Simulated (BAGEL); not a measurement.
**CH6OSSi (SMILES C[SiH](O)S): HF/STO-3G (density fitting with qzvpp-jkfit)**

Aim: the vertical ionisation energy of CH6OSSi at HF/STO-3G (density fitting with qzvpp-jkfit), from 2 runs. 

Program for the calculation: BAGEL 1.2.2.

### 1 The structure to begin with

CH6OSSi has 10 atoms, charge 0, and is taken as a singlet. As SMILES, `C[SiH](O)S`. The coordinates come from a PBE0-D4/def2-TZVP relaxation. This is one conformer, not always the lowest.

Bond lengths: C1–Si2 1.852 Å, Si2–O3 1.646 Å, Si2–S4 2.141 Å, C1–H5 1.092 Å, C1–H6 1.093 Å, C1–H7 1.092 Å, Si2–H8 1.487 Å, O3–H9 0.959 Å, S4–H10 1.345 Å. Some angles: C1–Si2–O3 105.8°, C1–Si2–S4 113.0°, O3–Si2–S4 112.0°, C1–Si2–H8 112.4°, O3–Si2–H8 111.7°, S4–Si2–H8 102.1°, Si2–C1–H5 110.6°, Si2–C1–H6 110.2°, Si2–C1–H7 110.7°, Si2–O3–H9 116.8°.

### 2 A single-point energy at HF/STO-3G (density fitting with qzvpp-jkfit)

Input file input.json:

```json
{ "bagel": [

{
  "title": "molecule",
  "basis": "sto-3g",
  "df_basis": "qzvpp-jkfit",
  "angstrom": true,
  "geometry": [
    { "atom": "C", "xyz": [      -0.953400,       0.912900,      -0.368400 ] },
    { "atom": "Si", "xyz": [      -0.031700,      -0.579100,       0.226500 ] },
    { "atom": "O", "xyz": [       0.661100,      -0.139100,       1.653400 ] },
    { "atom": "S", "xyz": [       1.417200,      -1.286300,      -1.182600 ] },
    { "atom": "H", "xyz": [      -1.481700,       0.692300,      -1.297900 ] },
    { "atom": "H", "xyz": [      -1.681600,       1.230200,       0.382200 ] },
    { "atom": "H", "xyz": [      -0.267500,       1.743800,      -0.548700 ] },
    { "atom": "H", "xyz": [      -0.914800,      -1.764500,       0.386800 ] },
    { "atom": "H", "xyz": [       1.285100,      -0.756400,       2.039200 ] },
    { "atom": "H", "xyz": [       2.050600,      -0.105000,      -1.287800 ] }
  ]
},

{
  "title": "hf"
},

{
  "title": "print",
  "file": "orbitals.molden",
  "orbitals": true
}

]}
```

Launch:

```sh
BAGEL_NUM_THREADS=1 BAGEL input.json > input.out
```

Output:

```text
* using 1 threads per process

  ===============================================================
  ===============================================================

  *** Geometry ***

  { "atom" : "C", "xyz" : [     -1.801665,      1.725131,     -0.696175 ] },
  { "atom" : "Si", "xyz" : [     -0.059904,     -1.094340,      0.428023 ] },
  { "atom" : "O", "xyz" : [      1.249298,     -0.262861,      3.124473 ] },
  { "atom" : "S", "xyz" : [      2.678120,     -2.430755,     -2.234790 ] },
  { "atom" : "H", "xyz" : [     -2.800007,      1.308257,     -2.452676 ] },
  { "atom" : "H", "xyz" : [     -3.177763,      2.324741,      0.722253 ] },
  { "atom" : "H", "xyz" : [     -0.505502,      3.295304,     -1.036893 ] },
  { "atom" : "H", "xyz" : [     -1.728721,     -3.334422,      0.730946 ] },
  { "atom" : "H", "xyz" : [      2.428487,     -1.429389,      3.853530 ] },
  { "atom" : "H", "xyz" : [      3.875072,     -0.198421,     -2.433589 ] },

  Number of auxiliary basis functions:      516

  Since a DF basis is specified, we compute 2- and 3-index integrals:
    o Being stored without compression. Storage requirement is 0.005 GB

  Number of basis functions:       34
  Number of electrons      :       50

    * METHOD: MOLECULE                             0.21

  *** RHF ***

  === Nuclear Repulsion ===
   225.6422685449

      * DIIS with orbital gradients will be used.

  === RHF iteration (sto-3g) ===
      0       -793.48782150          0.01313753           0.03
      1       -793.56385949          0.00282592           0.03
      2       -793.56723658          0.00059784           0.03
      3       -793.56746726          0.00009043           0.03
      4       -793.56747397          0.00002059           0.03
      5       -793.56747437          0.00000475           0.03
      6       -793.56747440          0.00000100           0.03
      7       -793.56747440          0.00000030           0.03
      8       -793.56747440          0.00000007           0.03
      9       -793.56747440          0.00000002           0.03
     10       -793.56747440          0.00000000           0.03
    * SCF iteration converged.

    * Permanent dipole moment:
           (    0.058327,    -0.034405,    -0.107324) a.u.

    * METHOD: HF                                   0.41

    * METHOD: PRINT                                0.00

  ===============================================================
```

Run time: 0.74 s. Hardware: 1 thread of Arm Neoverse V1, shared host.

### 3 The doublet cation

Input file input.json:

```json
{ "bagel": [

{
  "title": "molecule",
  "basis": "sto-3g",
  "df_basis": "qzvpp-jkfit",
  "angstrom": true,
  "geometry": [
    { "atom": "C", "xyz": [   -0.953400,    0.912900,   -0.368400 ] },
    { "atom": "Si", "xyz": [   -0.031700,   -0.579100,    0.226500 ] },
    { "atom": "O", "xyz": [    0.661100,   -0.139100,    1.653400 ] },
    { "atom": "S", "xyz": [    1.417200,   -1.286300,   -1.182600 ] },
    { "atom": "H", "xyz": [   -1.481700,    0.692300,   -1.297900 ] },
    { "atom": "H", "xyz": [   -1.681600,    1.230200,    0.382200 ] },
    { "atom": "H", "xyz": [   -0.267500,    1.743800,   -0.548700 ] },
    { "atom": "H", "xyz": [   -0.914800,   -1.764500,    0.386800 ] },
    { "atom": "H", "xyz": [    1.285100,   -0.756400,    2.039200 ] },
    { "atom": "H", "xyz": [    2.050600,   -0.105000,   -1.287800 ] }
  ]
},
{ "title": "uhf", "charge": 1, "nopen": 1 },
{ "title": "print", "file": "orbitals.molden", "orbitals": true }

]}
```

Launch:

```sh
BAGEL_NUM_THREADS=1 BAGEL input.json > input.out
```

Output:

```text
* using 1 threads per process

  ===============================================================
  ===============================================================

  *** Geometry ***

  { "atom" : "C", "xyz" : [     -1.801665,      1.725131,     -0.696175 ] },
  { "atom" : "Si", "xyz" : [     -0.059904,     -1.094340,      0.428023 ] },
  { "atom" : "O", "xyz" : [      1.249298,     -0.262861,      3.124473 ] },
  { "atom" : "S", "xyz" : [      2.678120,     -2.430755,     -2.234790 ] },
  { "atom" : "H", "xyz" : [     -2.800007,      1.308257,     -2.452676 ] },
  { "atom" : "H", "xyz" : [     -3.177763,      2.324741,      0.722253 ] },
  { "atom" : "H", "xyz" : [     -0.505502,      3.295304,     -1.036893 ] },
  { "atom" : "H", "xyz" : [     -1.728721,     -3.334422,      0.730946 ] },
  { "atom" : "H", "xyz" : [      2.428487,     -1.429389,      3.853530 ] },
  { "atom" : "H", "xyz" : [      3.875072,     -0.198421,     -2.433589 ] },

  Number of auxiliary basis functions:      516

  Since a DF basis is specified, we compute 2- and 3-index integrals:
    o Being stored without compression. Storage requirement is 0.005 GB

  Number of basis functions:       34
  Number of electrons      :       50

    * METHOD: MOLECULE                             0.21

  *** Open-shell HF ***

  === Nuclear Repulsion ===
   225.6422685449

      * DIIS with orbital gradients will be used.

  === UHF iteration (sto-3g) ===
      0       -793.26688369          0.02625871           0.05
      1       -793.34516211          0.00836414           0.05
      2       -793.35276172          0.00262880           0.05
      3       -793.35369665          0.00068567           0.05
      4       -793.35393173          0.00017011           0.05
      5       -793.35397559          0.00010702           0.05
      6       -793.35399919          0.00006790           0.05
      7       -793.35400661          0.00003171           0.05
      8       -793.35400787          0.00001334           0.05
      9       -793.35400923          0.00000588           0.05
     10       -793.35400970          0.00000256           0.05
     11       -793.35400983          0.00000116           0.05
     12       -793.35400985          0.00000045           0.05
     13       -793.35400986          0.00000026           0.05
     14       -793.35400986          0.00000018           0.05
     15       -793.35400986          0.00000013           0.06
     16       -793.35400986          0.00000007           0.05
     17       -793.35400986          0.00000003           0.05
     18       -793.35400986          0.00000002           0.05
     19       -793.35400986          0.00000001           0.05
    * SCF iteration converged.

    * S^2 (UHF) is 0.7563

    * Permanent dipole moment:
           (   -1.090909,     0.666534,     1.042232) a.u.

    * METHOD: UHF                                  1.18

    * METHOD: PRINT                                0.00

  ===============================================================
```

It took 1.5 s on 1 thread of Arm Neoverse V1, shared host.

### 4 Results

Level: HF/STO-3G (density fitting with qzvpp-jkfit).

| quantity | value |
| --- | --- |
| singlet CH6OSSi: total energy | -793.56747 Eh |
| singlet CH6OSSi: dipole moment | 0.32 D |
| singlet CH6OSSi: HOMO energy | -7.17 eV |
| singlet CH6OSSi: LUMO energy | 11.00 eV |
| singlet CH6OSSi: HOMO–LUMO gap | 18.18 eV |
| doublet cation: total energy | -793.35401 Eh |
| doublet cation: ⟨S²⟩ | 0.756 |
| vertical ionisation energy (to the doublet cation) | 5.809 eV |

The vertical ionisation energy comes to 5.81 eV (134 kcal/mol). The negative HOMO energy of the first species, 7.17 eV, lies 1.36 eV above that difference. In a minimal basis such a difference can be off by several eV, whatever the method.
